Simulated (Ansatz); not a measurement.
# SiGeCl+ (quintet): wave-function methods side by side, cc-pVDZ

How much of the correlation energy of SiGeCl+ (quintet) does each wave-function method recover here?

The runs use Ansatz 0.2.0, Gaussian basis; cc-pVDZ, core rule «outside noble gas», up to 24 orbitals frozen.

The runs, in order: UHF; CCSD(T) on ROHF; CCSD(T) on UHF; BCCD(T) on ROHF; CISD; CCSDT(Q) on ROHF; CCSDT(Q) on UHF; CASSCF and MRCISD+Q, 12 electrons in 11 orbitals; CASSCF and NEVPT2, 12 electrons in 11 orbitals.

31 further runs of the same task are left out: 15 that didn't finish, 16 set aside as unsound or not needed.

## 1. The system

The geometry is a PBE0/def2-TZVP stationary point (not a proven minimum) of the parent state, kept for this charge and spin. No spin-orbit coupling is included. The filled d shell of Ge may be among the frozen orbitals whatever the setting's name suggests; the logs give the count.

3 atoms, charge 1, spin multiplicity 5.

Atoms are counted from 1 here; the program's logs count them from 0.

Bond lengths: Cl1–Si2 2.079 Å, Si2–Ge3 2.394 Å. Angles: Cl1–Si2–Ge3 111.9°.

## 2. UHF

Input file in.yaml:

```yaml
crystal:
  periodic: [false, false, false]
  atoms:
    - {symbol: Cl, position_ang: [0.000000, -0.422560, 2.298070]}
    - {symbol: Si, position_ang: [0.000000, 0.938299, 0.726778]}
    - {symbol: Ge, position_ang: [0.000000, -0.156547, -1.402607]}
basis:
  gaussian: {orbitals: cc-pVDZ}
total_charge: 1
magnetization: {spin_polarized: true, initial_magnetization: 4}
hamiltonian: {xc: hf}
output: {orbitals: {seedname: orbitals}}
```

Launch:

```console
$ ansatz run in.yaml --threads 1 --pin off --events-out ev --progress --plain --max-ram 2393MiB
```

Further steps of the session: CCSD(T) on ROHF; CCSD(T) on UHF; BCCD(T) on ROHF; CISD; CCSDT(Q) on ROHF; CCSDT(Q) on UHF; CASSCF and MRCISD+Q, 12 electrons in 11 orbitals; CASSCF and NEVPT2, 12 electrons in 11 orbitals.

Before running them: what should the planned runs give, taken together? Wanted: UCCSDT(Q) below the RHF energy; RMP2 from UCCSDT(Q); UMP2 from UCCSDT(Q); RCCSD from UCCSDT(Q); RCCSD(T) from UCCSDT(Q); UCCSD(T) from UCCSDT(Q); RCCSDT(Q) from UCCSDT(Q); NEVPT2 valence from UCCSDT(Q); MRCISD+Q valence from UCCSDT(Q).

As calculated:

| quantity | value |
| --- | --- |
| UCCSDT(Q) below the RHF energy | -7.6424 eV |
| RMP2 from UCCSDT(Q) | +123.3 kJ/mol |
| UMP2 from UCCSDT(Q) | +125.9 kJ/mol |
| RCCSD from UCCSDT(Q) | +36.7 kJ/mol |
| RCCSD(T) from UCCSDT(Q) | +9.1 kJ/mol |
| UCCSD(T) from UCCSDT(Q) | +7.9 kJ/mol |
| RCCSDT(Q) from UCCSDT(Q) | +1.8 kJ/mol |
| NEVPT2 valence from UCCSDT(Q) | +114.6 kJ/mol |
| MRCISD+Q valence from UCCSDT(Q) | +10.3 kJ/mol |
| levels within 1 kcal/mol (43 meV) | RCCSDT, UCCSDT, RCCSDT(Q) |
| T1 diagnostic | 0.035 |
| effectively unpaired electrons | 4.03 |

In words: RCCSD(T) misses by +9.1 kJ/mol, 1.2 % of the correlation energy. One determinant dominates. Of the multireference levels listed MRCISD+Q valence comes nearest in total energy (+10.3 kJ/mol), which doesn't show that its space is the better one. These misses are within one basis, not against nature; the frozen cores of restricted and unrestricted runs differ, which can shift their rows.
